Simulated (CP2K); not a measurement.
CsLiCr2Te2S3:

```xyz
9
Lattice="6.2086 0.0000 0.0000 -2.4373 5.7102 0.0000 -1.5911 -2.4091 7.4376" Properties=species:S:1:pos:R:3 pbc="T T T"
Cs    0.3400    0.5147    0.0634
Li    1.3400    2.0288    4.1157
Cr   -1.6767    1.3258    4.1494
Cr    1.8776   -1.0216    4.1494
Te    0.9159    4.2888    2.1595
Te    3.5850    2.5260    2.1595
S     2.9038    0.4998    5.4552
S    -0.6802    2.8669    5.4552
S     0.0376    0.0569    3.5976
```

The cell was built by a generator and needn't be a form met in nature.

Base run:

```yaml
Program: CP2K 2026.2
Functional: PBE
Potentials_or_basis: POTENTIAL_UZH Cs GTH-PBE-q9, Li GTH-PBE-q3, Te GTH-PBE-q6, S GTH-PBE-q6; GTH_POTENTIALS Cr GTH-PBE-q14; TZVP-MOLOPT-PBE-GTH, TZVP-MOLOPT-SR-GTH basis
Density_cutoff: 6803 eV
k_mesh: 5 × 5 × 4
Occupations: fermi-dirac, width 0.05 eV
Spin: collinear spin, ferromagnetic start
Starting_moments: "[0.0, 0.0, 3.0, 3.0, 0.0, 0.0, 0.0, 0.0, 0.0] μB"
```

Its results: band gap on the k mesh none (metal or under the smearing width); pressure 0.7 GPa; net moment 4.03 μB per cell; site moments Cs +0.00; Li +0.01; Cr +2.66; Te -0.42; S -0.16, -0.14 μB; largest force 0.180 eV/Å.

Q: The run is repeated on the same cell with these changes: occupations from fermi-dirac, width 0.05 eV to fermi-dirac, width 0.1 eV. What comes out?

A: Band gap on the k mesh none (metal or under the smearing width); pressure 0.8 GPa; net moment 4.15 μB per cell; site moments Cs +0.01; Li +0.01; Cr +2.68; Te -0.39; S -0.15, -0.14 μB; largest force 0.230 eV/Å.

Caveats: the basis of atomic orbitals isn't converged, which shifts pressures, moduli and gaps; only a ferromagnetic start was run, and an antiferromagnetic order may lie lower in energy.

Not every run made on this cell is shown here.
